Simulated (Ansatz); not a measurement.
**In12Sb11 zinc blende off sphere (In₁₂Sb₁₁H₃₂−): the relaxed shape and its frontier levels**

Aim: characterise In12Sb11 zinc blende off sphere (In₁₂Sb₁₁H₃₂−) as a singlet: its structure, frontier levels and distribution of charge.

Program: Ansatz 0.2.0, Gaussian basis. Level of theory: RKS PBE0-D4/def2-TZVP. These are calculated values, not measurements.

The runs, in order: relaxation at r2SCAN-D4/def2-SVP; a single point at PBE0-D4/def2-TZVP.

2 further runs of the same task are left out: 1 for a known fault of the program, 1 set aside as unsound or not needed. Runs told in other sessions of the task aren't counted.

**1. The starting structure**

55 atoms, charge -1, spin multiplicity 1.

Atoms are counted from 1 here; the program's logs count them from 0.

Bond lengths: Sb1–In13 2.821 Å, Sb1–In14 2.777 Å, Sb1–H24 1.730 Å, Sb1–H25 1.730 Å, Sb2–In12 2.773 Å, Sb2–In16 2.802 Å, Sb2–H26 1.696 Å, Sb2–H27 1.739 Å, Sb3–In15 2.793 Å, Sb3–In17 2.818 Å, Sb3–H28 1.759 Å, Sb3–H29 1.698 Å, Sb4–In13 2.824 Å, Sb4–In18 2.799 Å, Sb4–In19 2.805 Å, Sb4–H30 1.727 Å, Sb5–In15 2.810 Å, Sb5–In18 2.815 Å and more. Angles: In13–Sb1–In14 109.7°, In13–Sb1–H24 109.5°, In13–Sb1–H25 109.0°, In14–Sb1–H24 109.8°, In14–Sb1–H25 109.7°, H24–Sb1–H25 109.2°, In12–Sb2–In16 109.4°, In12–Sb2–H26 111.0°, In12–Sb2–H27 109.7°, In16–Sb2–H26 110.4°, In16–Sb2–H27 108.6°, H26–Sb2–H27 107.7°, In15–Sb3–In17 109.9°, In15–Sb3–H28 109.1°, In15–Sb3–H29 109.8°, In17–Sb3–H28 109.7°, In17–Sb3–H29 109.8°, H28–Sb3–H29 108.6° and more.

In, Sb take a core potential in the def2 sets. No spin-orbit coupling is included. The ion is computed in the gas phase, without counter-ions or solvent.

The start is a built from a lattice or polyhedron geometry.

**2. Relaxation at r2SCAN-D4/def2-SVP**

in.yaml reads:

```yaml
crystal:
  periodic: [false, false, false]
  atoms:
    - {symbol: Sb, position_ang: [-5.178400, 2.073300, -0.702000]}
    - {symbol: Sb, position_ang: [-1.963100, -4.405400, 2.539800]}
    - {symbol: Sb, position_ang: [1.288400, -4.410300, -0.701400]}
    - {symbol: Sb, position_ang: [-1.939200, 2.061400, -3.938700]}
    - {symbol: Sb, position_ang: [1.285400, -1.181500, -3.954100]}
    - {symbol: Sb, position_ang: [-1.934600, -1.178400, -0.711300]}
    - {symbol: Sb, position_ang: [-1.955300, 2.057100, 2.533200]}
    - {symbol: Sb, position_ang: [1.292300, -1.159600, 2.548200]}
    - {symbol: Sb, position_ang: [1.255800, 2.032600, -0.709500]}
    - {symbol: Sb, position_ang: [4.530100, -1.175800, -0.703600]}
    - {symbol: Sb, position_ang: [4.568200, 2.044300, 2.527400]}
    - {symbol: In, position_ang: [-3.532900, -2.789300, 0.923000]}
    - {symbol: In, position_ang: [-3.571300, 0.416300, -2.324400]}
    - {symbol: In, position_ang: [-3.561900, 3.662600, 0.902800]}
    - {symbol: In, position_ang: [-0.324700, -2.813200, -2.328400]}
    - {symbol: In, position_ang: [-0.322100, -2.798500, 4.145500]}
    - {symbol: In, position_ang: [2.925300, -2.785700, 0.917900]}
    - {symbol: In, position_ang: [-0.335900, 0.452000, -5.574400]}
    - {symbol: In, position_ang: [-0.310400, 3.664900, -2.313200]}
    - {symbol: In, position_ang: [2.916100, 0.422200, -2.331600]}
    - {symbol: In, position_ang: [-0.322800, 0.445100, 0.898400]}
    - {symbol: In, position_ang: [2.899800, 0.444000, 4.146100]}
    - {symbol: In, position_ang: [2.920000, 3.692400, 0.888400]}
    - {symbol: H, position_ang: [-6.172800, 3.072400, -1.704400]}
    - {symbol: H, position_ang: [-6.188800, 1.079200, 0.289900]}
    - {symbol: H, position_ang: [-2.923200, -5.417200, 3.503900]}
    - {symbol: H, position_ang: [-0.952200, -5.418800, 1.551700]}
    - {symbol: H, position_ang: [2.292400, -5.436500, -1.717900]}
    - {symbol: H, position_ang: [0.316600, -5.401900, 0.276500]}
    - {symbol: H, position_ang: [-2.936600, 3.060700, -4.932900]}
    - {symbol: H, position_ang: [2.302600, -2.168200, -4.941400]}
    - {symbol: H, position_ang: [-2.940500, 1.083800, 3.492400]}
    - {symbol: H, position_ang: [-0.952600, 3.054500, 3.504800]}
    - {symbol: H, position_ang: [5.534500, -2.181800, -1.687000]}
    - {symbol: H, position_ang: [5.527600, -0.175900, 0.304400]}
    - {symbol: H, position_ang: [5.535200, 1.054800, 1.517300]}
    - {symbol: H, position_ang: [5.555800, 3.052400, 3.515800]}
    - {symbol: H, position_ang: [-4.566000, -3.806500, -0.078700]}
    - {symbol: H, position_ang: [-4.567700, -1.794200, 1.907000]}
    - {symbol: H, position_ang: [-4.561100, -0.579100, -3.321500]}
    - {symbol: H, position_ang: [-4.545300, 4.662700, 1.880700]}
    - {symbol: H, position_ang: [-2.549700, 4.723800, -0.106500]}
    - {symbol: H, position_ang: [-1.346900, -3.794800, -3.344100]}
    - {symbol: H, position_ang: [0.673400, -3.808800, 5.165700]}
    - {symbol: H, position_ang: [-1.334200, -1.790300, 5.155000]}
    - {symbol: H, position_ang: [3.908300, -3.808400, 1.903400]}
    - {symbol: H, position_ang: [-1.328100, -0.580500, -6.587900]}
    - {symbol: H, position_ang: [0.702900, 1.444800, -6.572300]}
    - {symbol: H, position_ang: [0.688700, 4.679300, -3.334900]}
    - {symbol: H, position_ang: [-1.321800, 4.689800, -1.339700]}
    - {symbol: H, position_ang: [3.933500, 1.436700, -3.347300]}
    - {symbol: H, position_ang: [1.898300, 1.439700, 5.182100]}
    - {symbol: H, position_ang: [3.903400, -0.561200, 5.125600]}
    - {symbol: H, position_ang: [1.911800, 4.699100, 1.914100]}
    - {symbol: H, position_ang: [3.911600, 4.689000, -0.081000]}
basis:
  gaussian: {orbitals: def2-SVP, fitting: {mean_field: def2-universal-jkfit}}
total_charge: -1
hamiltonian: {xc: r2scan, dispersion: d4}
scf: {lower_state_search: "off"}
output: {orbitals: {seedname: orbitals}}
relax: {f_tol: 0.03, max_steps: 70}
```

On the command line:

```console
> ansatz run in.yaml --threads 11 --pin off --events-out ev --progress --plain --max-ram 174080MiB --backend cuda --devices 0, --max-vram 75GiB
```

Further steps of the session: Single point, PBE0-D4/def2-TZVP.

Before running them: what should the planned runs give, taken together? Wanted: point group; commonest bond, hydrogen aside; HOMO, LUMO at PBE0-D4/def2-TZVP.

**Answer**, as computed:

| quantity | value |
| --- | --- |
| point group | C1 |
| commonest bond, hydrogen aside | In–Sb, 30 of mean length 2.862 Å |
| HOMO, LUMO at PBE0-D4/def2-TZVP | -4.14, -0.05 eV |

**Reading.** The molecule keeps its bonding pattern by the stored test; the atoms moved 0.70 Å (rms), and the angle In13–Sb1–In14 went from 110° to 137°. No usable vibrations, so a minimum isn't proven. Whether this spin is the lowest isn't tested here. The point group is read from a loosely relaxed geometry; soft torsions can leave it below the true symmetry.
